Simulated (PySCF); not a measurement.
# ZrBr2: triplet, from a linear start

Aim: relax ZrBr2 as a triplet from a linear start, check by its vibrations whether the end is a minimum, and collect its spectrum and constants.

Program: PySCF 2.14.0. Level of theory: B3LYP, basis Zr def2-TZVP with ECP28, Br def2-TZVP, scalar-relativistic core potentials, no spin–orbit coupling, density fitting. These are calculated values, not measurements.

## Step 1: Where the work starts

3 atoms, charge 0, spin multiplicity 3.

Bond lengths: Zr1–Br2 2.680 Å, Zr1–Br3 2.680 Å. Angles: Br2–Zr1–Br3 180.0°.

Z-matrix (Å, degrees; charge 0 multiplicity 3):
```
Zr
Br 1 2.6800
Br 1 2.6800 2 180.00
```

## Step 2: First SCF at the start

The steps below are one call of a driver around PySCF. For each, scf.py gives the equivalent set-up of the SCF; relaxations use the driver's own optimiser. After this first run the driver tries any further starts and a stability analysis.

Contents of scf.py:

```python
from pyscf import gto, scf, dft
mol = gto.M(atom='''
Zr     0.000000     0.000000     0.000000
Br     0.000000     0.000000     2.680000
Br     0.000000     0.000000    -2.680000''',
    basis={'Zr': 'def2-TZVP', 'Br': 'def2-TZVP'},
    ecp={'Zr': 'def2-TZVP'},
    charge=0, spin=2)
mf = dft.UKS(mol, xc='B3LYP')
mf.grids.atom_grid = (50, 194)
aux = {'Zr': 'def2-universal-JKFIT', 'Br': 'def2-universal-JKFIT'}
mf = mf.density_fit(auxbasis=aux)
mf.conv_tol = 1e-08
mf.diis_space = 10
mf.max_cycle = 60
mf.init_guess = 'minao'
mf.verbose = 4
mf.kernel()
```

Command:

```console
$ OMP_NUM_THREADS=4 python axn.py task.json out
```

Further steps of the session: Relaxation: linear start, triplet; Frequencies; Following the imaginary mode; Is it a minimum? Harmonic modes.

What does the calculation give? Wanted: minimum; geometry; wavenumbers; dipole moment; highest occupied, lowest empty level; polar-tensor charge of Zr1; zero-point energy; atomisation energy; ⟨S²⟩.

As calculated:

```
                                          quantity                                value
                                           minimum                         triplet, C2v
                                          geometry  Zr–Br 2.526 Å (×2); Br–Zr–Br 153.3°
                                wavenumbers (cm⁻¹)          31 (a1), 217 (a1), 303 (b2)
                                     dipole moment                               1.29 D
highest occupied, lowest empty level (either spin)                      -5.69, -3.17 eV
                        polar-tensor charge of Zr1                              +1.14 e
                                 zero-point energy                           3.3 kJ/mol
                               entropy at 298.15 K                      337.3 J/(mol K)
         atomisation energy (no zero-point energy)                           846 kJ/mol
                                              ⟨S²⟩                                2.004
```

What this shows: The linear start (D∞h) ends in a minimum of C2v symmetry, after a stop at a second-order saddle point 0.8 kJ/mol higher, from which it was pushed off along an imaginary mode. In the infrared the band at 303 cm⁻¹ (b2, stretch) leads. Most of the spin sits on Zr1 (Mulliken spin 2.07, against 2 for the whole molecule). The first SCF alone would have been 62 kJ/mol too high. Other starts or spin states, not run here, may lie lower. One determinant may miss the lowest occupation of an open d or f shell.
